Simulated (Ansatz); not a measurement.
# CF2GaN: one species, many methods

An exercise on one series of results from a longer session: the logs are not shown, and one member is left open.

Program: Ansatz 0.2.0, Gaussian basis. Level of theory: functionals in def2-TZVPP, the program's frozen cores in correlated methods. These are calculated values, not measurements.

Plan: LDA (SPW92), PBE-D4, revPBE-D4, BLYP-D4, r2SCAN-D4, B97M-V, PBE0-D4, B3LYP-D4, r2SCANh-D4, r2SCAN0-D4, HSE06-D4, BHLYP-D4, CAM-B3LYP-D4, LC-ωPBE, ωB97X-V, ωB97M-V, B2PLYP, PBE-QIDH; CCSD(T)/def2-SVP; CCSD(T)/def2-TZVPP; CCSD(T)/def2-QZVPP; extrapolation to the limit; RPA on PBE.

### The geometry

An earlier PBE0-D4 in a triple-zeta def2 set relaxation fixed the geometry.

SMILES `N#[C][Ga]([F])[F]`, 5 atoms, charge 0, spin multiplicity 1.

Atoms are counted from 1 here; the program's logs count them from 0.

Bond lengths: N1–C2 1.151 Å, C2–Ga3 1.904 Å, Ga3–F4 1.725 Å, Ga3–F5 1.725 Å. Angles: N1–C2–Ga3 180.0°, C2–Ga3–F4 121.6°, C2–Ga3–F5 121.6°, F4–Ga3–F5 116.7°.

As a file:

```
N     1.39990   -1.38148    1.43464
C     0.74004   -0.73265    0.74991
Ga   -0.35103    0.34024   -0.38294
F    -1.75803   -0.29632   -1.15161
F     0.01902    1.99661   -0.69149
```

The first run:

File in.yaml:

```yaml
crystal:
  periodic: [false, false, false]
  atoms:
    - {symbol: N, position_ang: [1.399896, -1.381479, 1.434637]}
    - {symbol: C, position_ang: [0.740041, -0.732650, 0.749909]}
    - {symbol: Ga, position_ang: [-0.351032, 0.340241, -0.382939]}
    - {symbol: F, position_ang: [-1.758028, -0.296321, -1.151611]}
    - {symbol: F, position_ang: [0.019024, 1.996610, -0.691494]}
basis:
  gaussian: {orbitals: def2-TZVPP}
hamiltonian: {xc: lda}
output: {orbitals: {seedname: orbitals}}
```

On the command line:

```
$ ansatz run in.yaml --threads 2 --pin off --events-out ev --progress --plain --max-ram 20480MiB --backend cpu
```

Steps of the session up to this table: LDA; PBE-D4 (GGA); revPBE-D4 (GGA); BLYP-D4 (GGA); r2SCAN-D4 (meta-GGA); B97M-V (meta-GGA); B3LYP-D4 (hybrid); r2SCANh-D4 (hybrid); r2SCAN0-D4 (hybrid); HSE06-D4 (hybrid); BHLYP-D4 (hybrid); CAM-B3LYP-D4 (range-separated); LC-ωPBE (range-separated); ωB97X-V (range-separated); ωB97M-V (range-separated); B2PLYP (double hybrid); PBE-QIDH (double hybrid).

One table of the session follows, with a row left open; its other results are not shown here.

It belongs to the step «Frontier levels by functional». 

| functional | HOMO (eV) | LUMO (eV) | gap (eV) |
| --- | --- | --- | --- |
| LDA (SPW92) | -9.40 | -3.67 | 5.73 |
| PBE-D4 | -9.22 | -3.34 | 5.88 |
| revPBE-D4 | -9.14 | -3.20 | 5.94 |
| BLYP-D4 | -9.15 | -3.29 | 5.86 |
| r2SCAN-D4 | -9.68 | -3.15 | 6.54 |
| B97M-V | -9.67 | -3.21 | 6.46 |
| PBE0-D4 | -10.84 | -2.49 | 8.35 |
| B3LYP-D4 | -10.57 | -2.80 | 7.77 |
| r2SCANh-D4 | ? | ? | ? |
| r2SCAN0-D4 | -11.06 | -2.38 | 8.68 |
| HSE06-D4 | -10.43 | -2.86 | 7.56 |
| BHLYP-D4 | -12.07 | -1.72 | 10.36 |
| CAM-B3LYP-D4 | -12.30 | -1.57 | 10.74 |
| LC-ωPBE | -13.80 | -0.27 | 13.53 |
| ωB97X-V | -13.32 | -0.40 | 12.92 |
| ωB97M-V | -13.19 | -0.60 | 12.60 |

**Question.** Estimate the row for r2SCANh-D4.

Worked estimate for «HOMO (eV)». Against the share of exact exchange, r2SCAN-D4 (0, -9.68), r2SCAN0-D4 (0.25, -11.06) give a slope of -5.52 per unit share; at 0.1 the line stands at -10.23.

**Answer.** HOMO (eV): -10.27; LUMO (eV): -2.84; gap (eV): 7.44. In «HOMO (eV)» the line misses by +0.04.
